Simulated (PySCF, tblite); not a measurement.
**CH5GeN, a cluster model of a defect: NMR shifts, core binding energies and electronic excitations**

What NMR shifts, core binding energies and electronic excitations should one expect for `[CH3][Ge][NH2]`? It is drawn as: twofold Ge.

Computed with tblite 0.8.0 and PySCF 2.14.0; each step states its level. No surroundings beyond the atoms listed, unless a continuum is named. Atoms count from 0, parts from 1.

### 1 The system as given

8 atoms, charge 0, multiplicity 1; geometry: distance geometry start.

### 2 Relaxing the cluster with GFN2-xTB

The job: settings as JSON, then the geometry in Å.

```
{"job": {"kind": "relax", "xc": "GFN2-xTB", "basis": "xTB"}, "charge": 0, "multiplicity": 1}
Ge    -0.167800    -0.243488     0.149035
C     -1.078738     1.395949     0.672925
N      0.402175    -1.962105    -0.362755
H     -1.717854     1.195912     1.442610
H     -0.364455     2.076106     0.960048
H     -1.623566     1.756681    -0.131339
H     -0.244878    -2.532233    -0.899935
H      0.959142    -2.491947     0.313219
```

Method: GFN2-xTB geometry optimisation, gas phase.

Run with:

```sh
OMP_NUM_THREADS=1 python cluster_run.py task.json out
```

This one command runs all jobs of the session in turn.

Standard output:

```text
step      E/eV     max force
  0    -256.29656    5.173
  1    -257.03617    4.816
  2    -257.89455    3.241
  3    -258.31722    1.622
  4    -258.47047    1.355
  5    -258.57369    0.916
  6    -258.64684    0.788
  7    -258.68957    0.652
  8    -258.72694    0.624
  9    -258.76014    0.703
 10    -258.83784    1.369
 11    -258.96759    2.373
 12    -259.10285    2.501
 13    -259.26303    1.548
 14    -259.34980    0.738
 15    -259.39912    0.688
 16    -259.43853    0.809
 17    -259.49593    1.033
 18    -259.57200    0.654
 19    -259.61057    0.435
 20    -259.63498    0.748
 21    -259.63858    0.811
 22    -259.67070    0.423
 23    -259.68923    0.290
 24    -259.70264    0.225
 25    -259.70500    0.131
 26    -259.70699    0.147
 27    -259.70915    0.164
 28    -259.71108    0.178
 29    -259.71256    0.117
 30    -259.71325    0.041
 31    -259.71340    0.024
 32    -259.71343    0.013
 33    -259.71344    0.010
 34    -259.71346    0.007
```

It took 0.8 s on 1 thread of Arm Neoverse N1, shared host.

Relaxation path: (not every step is listed)

```
step  energy from step 0 (eV)  largest force (eV/Å)
   0                   0.0000                5.1736
   1                  -0.7396                4.8152
   2                  -1.5980                3.2412
   3                  -2.0207                1.6222
   4                  -2.1739                1.3544
   5                  -2.2771                0.9156
   6                  -2.3503                0.7887
   7                  -2.3930                0.6524
   8                  -2.4304                0.6239
  10                  -2.5413                1.3687
  12                  -2.8063                2.5013
  14                  -3.0532                0.7377
  16                  -3.1420                0.8095
  18                  -3.2754                0.6543
  20                  -3.3384                0.7481
  22                  -3.3741                0.4235
  24                  -3.4061                0.2251
  26                  -3.4104                0.1470
  28                  -3.4145                0.1777
  29                  -3.4160                0.1169
  30                  -3.4167                0.0404
  31                  -3.4168                0.0241
  32                  -3.4169                0.0131
  33                  -3.4169                0.0094
  34                  -3.4169                0.0067
```

Distances of close pairs at the start and the end, largest changes first:

```
  bond  before (Å)  after (Å)  change (Å)
Ge0–C1       1.947      2.039      +0.092
Ge0–N2       1.882      1.807      -0.075
 C1–H3       1.020      1.090      +0.069
 C1–H4       1.027      1.089      +0.062
 C1–H5       1.036      1.089      +0.053
 N2–H7       1.024      1.008      -0.015
 N2–H6       1.016      1.009      -0.007
```

### 3 Optimising the geometry at PBE0-D3(BJ)/def2-SVP

The job: settings as JSON, then the geometry in Å.

```
{"job": {"xc": "PBE0", "basis": "def2-SVP", "d3": "d3bj", "grid": 2, "kind": "geom", "shake": 0.01}, "charge": 0, "multiplicity": 1}
Ge     1.345420     0.064896     0.350077
C     -0.429757     1.132469     0.294591
N      0.589369    -1.417764    -0.358951
H     -1.134235     0.672444     0.938790
H     -0.299903     2.159740     0.619454
H     -0.834338     1.167808    -0.716102
H     -0.341023    -1.554788    -0.628591
H      1.150543    -2.253358    -0.527167
```

Standard output:

```text
step   0  E = -2172.16268459  max force = 0.040945
step   1  E = -2172.16678657  max force = 0.003963
step   2  E = -2172.16690424  max force = 0.000900
step   3  E = -2172.16692151  max force = 0.000287
step   4  E = -2172.16692555  max force = 0.000120
optimisation converged
```

Run time: 29 s. Hardware: 1 thread of Arm Neoverse N1, shared host; peak memory 0.44 GiB.

Relaxation path:

```
step  energy from step 0 (eV)  largest force component (eV/Å)
   0                   0.0000                          2.1055
   1                  -0.1116                          0.2038
   2                  -0.1148                          0.0463
   3                  -0.1153                          0.0148
   4                  -0.1154                          0.0062
```

Distances of close pairs at the start and the end, largest changes first:

```
  bond  before (Å)  after (Å)  change (Å)
Ge0–C1       2.072      2.004      -0.068
 C1–H3       1.060      1.104      +0.044
 N2–H6       0.978      1.016      +0.038
 C1–H4       1.085      1.100      +0.015
 C1–H5       1.089      1.103      +0.014
Ge0–N2       1.809      1.817      +0.008
 N2–H7       1.021      1.014      -0.006
```

The end geometry stands in the next job.

```
                         at the end point                 value
rotational constants (GHz, main isotopes)  11.950, 7.134, 4.597
                        dipole moment (D)                  1.75
```

### 4 Nuclear shieldings: PBE0/pcSseg-2

The job: settings as JSON, then the geometry in Å.

```
{"job": {"kind": "nmr", "xc": "PBE0", "basis": "pcSseg-2"}, "charge": 0, "multiplicity": 1}
Ge     1.343321     0.111693     0.259126
C     -0.395136     1.102700     0.365961
N      0.635909    -1.397893    -0.463613
H     -1.089962     0.579463     1.045048
H     -0.254861     2.127273     0.740759
H     -0.871700     1.157326    -0.627466
H     -0.342670    -1.548644    -0.693215
H      1.207212    -2.205497    -0.687704
```

Method: GIAO PBE0/pcSseg-2 NMR shielding, non-relativistic, gas phase.

Standard output:

```text
coarse grid: 30080 points
cycle   1  E = -2172.4816072981  dE = -7.112e-01  |g| = 1.081e+00  |ddm| = 1.929e+00
cycle   2  E = -2172.3322179078  dE =  1.494e-01  |g| = 1.381e+00  |ddm| = 8.983e-01
cycle   3  E = -2172.5637950071  dE = -2.316e-01  |g| = 2.413e-01  |ddm| = 6.509e-01
cycle   4  E = -2172.5755754855  dE = -1.178e-02  |g| = 9.718e-02  |ddm| = 1.850e-01
cycle   5  E = -2172.5773482800  dE = -1.773e-03  |g| = 1.197e-02  |ddm| = 5.303e-02
cycle   6  E = -2172.5773840920  dE = -3.581e-05  |g| = 2.629e-03  |ddm| = 1.233e-02
cycle   7  E = -2172.5773857423  dE = -1.650e-06  |g| = 8.170e-04  |ddm| = 2.556e-03
final grid: 62104 points
cycle   8  E = -2172.5773954038  dE =  1.405e-08  |g| = 1.042e-03  |ddm| = 2.256e-03
cycle   9  E = -2172.5773952580  dE =  1.458e-07  |g| = 1.350e-03  |ddm| = 1.405e-03
cycle  10  E = -2172.5773956175  dE = -3.595e-07  |g| = 5.507e-05  |ddm| = 7.895e-04
cycle  11  E = -2172.5773956182  dE = -6.385e-10  |g| = 1.769e-05  |ddm| = 4.729e-05
converged SCF energy = -2172.5773956182

GIAO shielding tensors (ppm)
atom      isotropic    diamagn.    paramagn.     s11        s22        s33       span
  0 Ge     604.757    2757.278   -2152.521   -610.803   1052.651   1372.423   1983.225
  1 C      161.319     241.370     -80.051    131.461    159.411    193.084     61.623
  2 N       96.733     315.111    -218.378    -94.697    179.876    205.020    299.717
  3 H       31.016      29.644       1.372     27.044     29.556     36.447      9.403
  4 H       30.155      28.842       1.313     26.935     28.565     34.965      8.030
  5 H       30.925      29.768       1.156     26.972     29.490     36.312      9.340
  6 H       25.687      31.802      -6.115     21.093     22.418     33.550     12.457
  7 H       25.638      30.587      -4.948     21.918     23.133     31.863      9.945
```

Run time: 36 s. Hardware: 1 thread of Arm Neoverse N1, shared host; peak memory 0.82 GiB.

The references, computed at this level on geometries of the same kind, shield at (ppm): 1H TMS 31.25, 13C TMS 184.1, 15N NH3 261.7, 73Ge GeMe4 1337. Their shielding less the atom's gives the shift. The references are single molecules in the gas phase, so shifts against H2O, NH3, PH3, H3PO4 or CFCl3 are not on the usual liquid scales and can be off by tens of ppm.

```
atoms                          environment  σ (ppm)  δ (ppm)
   C1             carbon bonded to Ge, 3 H    161.3     22.8
   H7  hydrogen on a nitrogen bonded to Ge    25.64     5.61
   H6  hydrogen on a nitrogen bonded to Ge    25.69     5.56
   H4    hydrogen on a carbon bonded to Ge    30.16     1.09
   H5    hydrogen on a carbon bonded to Ge    30.92     0.32
   H3    hydrogen on a carbon bonded to Ge    31.02     0.23
  Ge0             germanium bonded to C, N      605      732
   N2           nitrogen bonded to Ge, 2 H     96.7    165.0
```

The run also stored atomic charges by several schemes (e):

```
atoms  Mulliken    IAO  Hirshfeld  ESP fit
  Ge0      0.29   0.48       0.24    -0.16
   C1     -0.22  -0.70      -0.25     0.54
   N2     -0.50  -0.75      -0.31    -0.41
```

Mayer bond orders: Ge0–C1 0.95, Ge0–N2 1.16.

### 5 Core-electron binding energies: SCAN, X2C

Same as in step 4 but for these lines:

```diff
@@ -1,2 +1,2 @@
-{"job": {"kind": "nmr", "xc": "PBE0", "basis": "pcSseg-2"}, "charge": 0, "multiplicity": 1}
+{"job": {"kind": "xps", "holes": 5}, "charge": 0, "multiplicity": 1}
 Ge     1.343321     0.111693     0.259126
```

With the program's defaults for keys left out, this is: delta-SCF UKS SCAN, pcX-2 on the ionised atom, pcseg-1 elsewhere, spin-free X2C.

Standard output:

```text
ground state, core basis on atom 1 (C), 111 functions
  cycle   1  E = -2189.73831340  |g| = 5.80e-01
  cycle   2  E = -2189.43649563  |g| = 1.18e+00
  cycle   3  E = -2189.80188194  |g| = 2.42e-01
  cycle   4  E = -2189.81935227  |g| = 5.89e-02
  cycle   5  E = -2189.82022490  |g| = 1.73e-02
  cycle   6  E = -2189.82032494  |g| = 4.35e-03
  cycle   7  E = -2189.82033315  |g| = 9.03e-04
  cycle   8  E = -2189.82032698  |g| = 1.88e-04
  E(ground) = -2189.95684381 Eh
hole in C 1s of atom 1
  cycle   1  E = -2178.60020705  |g| = 1.51e+00
  cycle   2  E = -2177.93010006  |g| = 1.79e+00
  cycle   3  E = -2179.11236421  |g| = 3.73e-01
  cycle   4  E = -2179.07443404  |g| = 4.25e-01
  cycle   5  E = -2179.17391831  |g| = 7.03e-02
  cycle   6  E = -2179.17664797  |g| = 1.19e-02
  cycle   7  E = -2179.17673209  |g| = 4.08e-03
  cycle   8  E = -2179.17674625  |g| = 1.04e-03
  cycle   9  E = -2179.17674740  |g| = 4.94e-04
  E(ion) = -2179.31283371 Eh   <S^2> = 0.7688   hole on atom = 1.000   binding energy = 289.638 eV
ground state, core basis on atom 2 (N), 111 functions
  cycle   1  E = -2189.83502155  |g| = 7.25e-02
  cycle   2  E = -2189.83495127  |g| = 2.21e-02
  cycle   3  E = -2189.83460223  |g| = 4.31e-02
  cycle   4  E = -2189.83507423  |g| = 4.57e-03
  cycle   5  E = -2189.83507938  |g| = 7.19e-04
  cycle   6  E = -2189.83507953  |g| = 1.09e-04
  E(ground) = -2189.96960720 Eh
hole in N 1s of atom 2
  cycle   1  E = -2174.25293478  |g| = 1.86e+00
  cycle   2  E = -2173.60305193  |g| = 2.08e+00
  cycle   3  E = -2174.92451716  |g| = 3.65e-01
  cycle   4  E = -2174.96025977  |g| = 1.40e-01
  cycle   5  E = -2174.97048359  |g| = 5.48e-02
  cycle   6  E = -2174.97223770  |g| = 8.31e-03
  cycle   7  E = -2174.97227774  |g| = 2.24e-03
  cycle   8  E = -2174.97228207  |g| = 7.60e-04
  cycle   9  E = -2174.97228471  |g| = 2.49e-04
  E(ion) = -2175.10654061 Eh   <S^2> = 0.7669   hole on atom = 1.000   binding energy = 404.445 eV
```

Run time: 17 s. Hardware: 1 thread of Arm Neoverse N1, shared host; peak memory 0.41 GiB.

The holes in one table. −ε is the ground-state orbital energy:

```
     hole  stands for                 environment  ΔSCF (eV)  −ε (eV)   ⟨S²⟩
C1s on C1          C1    carbon bonded to Ge, 3 H     289.64    273.0  0.769
N1s on N2          N2  nitrogen bonded to Ge, 2 H     404.44    385.9  0.767
```

### 6 TDDFT and polarisability: CAM-B3LYP/def2-SVPD

Same as in step 5 but for these lines:

```diff
@@ -1,2 +1,2 @@
-{"job": {"kind": "xps", "holes": 5}, "charge": 0, "multiplicity": 1}
+{"job": {"kind": "uv", "xc": "CAM-B3LYP", "basis": "def2-SVPD", "nstates": 6, "ntriplets": 2, "ip": true}, "charge": 0, "multiplicity": 1}
 Ge     1.343321     0.111693     0.259126
```

Level: TDDFT CAM-B3LYP/def2-SVPD, vertical, gas phase, core orbitals frozen in the response.

Standard output:

```text
coarse grid: 30080 points
cycle   1  E = -2172.5685267111  dE = -6.611e-01  |g| = 5.204e-01  |ddm| = 3.195e+00
cycle   2  E = -2172.5451953815  dE =  2.333e-02  |g| = 6.251e-01  |ddm| = 9.700e-01
cycle   3  E = -2172.6185972654  dE = -7.340e-02  |g| = 6.507e-02  |ddm| = 5.295e-01
cycle   4  E = -2172.6195126214  dE = -9.154e-04  |g| = 2.505e-02  |ddm| = 7.522e-02
cycle   5  E = -2172.6196590549  dE = -1.464e-04  |g| = 3.176e-03  |ddm| = 3.065e-02
cycle   6  E = -2172.6196630669  dE = -4.012e-06  |g| = 6.627e-04  |ddm| = 9.152e-03
final grid: 62104 points
cycle   7  E = -2172.6196523932  dE = -1.822e-07  |g| = 5.154e-04  |ddm| = 3.158e-03
cycle   8  E = -2172.6196523886  dE =  4.577e-09  |g| = 5.869e-04  |ddm| = 1.426e-03
cycle   9  E = -2172.6196524727  dE = -8.407e-08  |g| = 6.760e-05  |ddm| = 5.406e-04
cycle  10  E = -2172.6196524740  dE = -1.315e-09  |g| = 2.950e-05  |ddm| = 1.390e-04
cycle  11  E = -2172.6196524742  dE = -2.774e-10  |g| = 9.317e-06  |ddm| = 1.049e-04
converged SCF energy = -2172.6196524742

Static polarisability (au): isotropic 56.906, principal 45.731 58.745 66.243

Singlet excitations
state   eV       nm        f      main configurations
  1   3.6530    339.4   0.03032   H->L 0.99
  2   5.8134    213.3   0.01797   H-1->L 0.64, H->L+1 0.30
  3   6.2186    199.4   0.17755   H->L+1 0.63, H-1->L 0.33
  4   6.3087    196.5   0.15113   H->L+2 0.92
  5   6.6163    187.4   0.02407   H-2->L 0.97
  6   6.9060    179.5   0.40760   H->L+3 0.94

Triplet excitations (Tamm-Dancoff, eV): 2.5062 4.4632
Vertical ionisation energy (delta-SCF) = 8.5724 eV
Vertical electron affinity (delta-SCF) = -0.4651 eV
```

Run time: 38 s. Hardware: 1 thread of Arm Neoverse N1, shared host; peak memory 0.55 GiB.

Frontier orbitals and where they lie:

```
orbital      eV                       atoms
 HOMO−3  -12.49   C1 48 %, H4 22 %, H3 13 %
 HOMO−2  -10.75  C1 29 %, Ge0 27 %, N2 25 %
 HOMO−1   -9.30   N2 68 %, Ge0 13 %, H7 8 %
   HOMO   -7.57   Ge0 64 %, C1 21 %, N2 8 %
   LUMO   -0.36  Ge0 70 %, N2 15 %, C1 11 %
 LUMO+1    1.28  Ge0 39 %, N2 17 %, H7 16 %
 LUMO+2    1.49  Ge0 32 %, C1 30 %, H4 11 %
```

With each of the 6 states as a Gaussian band of 0.4 eV half-width at 1/e, the curve within the window shown has maxima at 339 nm (ε 1,200), 181 nm (ε 18,000) L/(mol cm). Beyond the last state computed it falls off for lack of states. The curve at chosen wavelengths:

nm, ε (L/mol/cm) and a bar:
```
      172       9571 ################
      181      18457 ##############################
      191      16037 ##########################
      200      14164 #######################
      209       7549 ############
      219       2095 ###
      228        510 #
      238         89 
      247         15 
      256          2 
      266          2 
      275         13 
      284         52 
      294        169 
      303        370 #
      312        647 #
      322        964 ##
      331       1164 ##
      340       1227 ##
      350       1136 ##
      359        956 ##
      369        717 #
      378        513 #
      387        347 #
      397        212 
      406        130
```

Ground-state properties from the same run:

```
           property  computed
  dipole moment (D)      1.35
polarisability (Å³)      8.43
 HOMO–LUMO gap (eV)      7.21
      −ε(HOMO) (eV)      7.57
```

### 7 What came out

| quantity | value |
| --- | --- |
| rotational constants (main isotopes) | 11.95, 7.13, 4.60 GHz |
| 13C shifts against TMS (PBE0/pcSseg-2) | 22.8 ppm |
| 1H shifts against TMS (PBE0/pcSseg-2) | 5.61, 5.56, 1.09, 0.32, 0.23 ppm |
| 73Ge shifts against GeMe4 (PBE0/pcSseg-2) | 732 ppm |
| 15N shifts against NH3 (PBE0/pcSseg-2) | 165.0 ppm |
| C1s binding energies, SCAN/pcX-2 | C1 289.64 eV |
| N1s binding energies, SCAN/pcX-2 | N2 404.44 eV |
| lowest singlet (CAM-B3LYP/def2-SVPD) | 3.65 eV (339 nm), f = 0.030 |
| brightest single state of those computed | state 6, 6.91 eV, f = 0.408 |
| lowest triplet | 2.51 eV |
| vertical ionisation energy (ΔSCF) | 8.57 eV |
| vertical electron affinity (ΔSCF) | -0.47 eV (unbound: the value hangs on the basis) |

What this shows: Relaxing lowered the energy by 0.115 eV in 4 steps; the close pair that moved most is Ge0–C1, from 2.072 to 2.004 Å (PBE0/def2-SVP). At PBE0/pcSseg-2: The largest span, 1983 ppm, is at Ge0, where the paramagnetic term is -2153 ppm. The first singlet state (HOMO→LUMO 0.99) lies at 3.65 eV and is weak; of the 6 states computed, the strongest absorption comes from state 6 at 6.91 eV (the last computed, so partners may be missing). The lowest triplet lies 1.15 eV below the lowest singlet (triplets in Tamm-Dancoff, singlets in full TDDFT). ΔSCF puts the ionisation energy at 8.57 eV, 1.00 eV above −ε(HOMO). Spin-orbit coupling is left out, which matters for shieldings and couplings at and beside the heavy atoms.
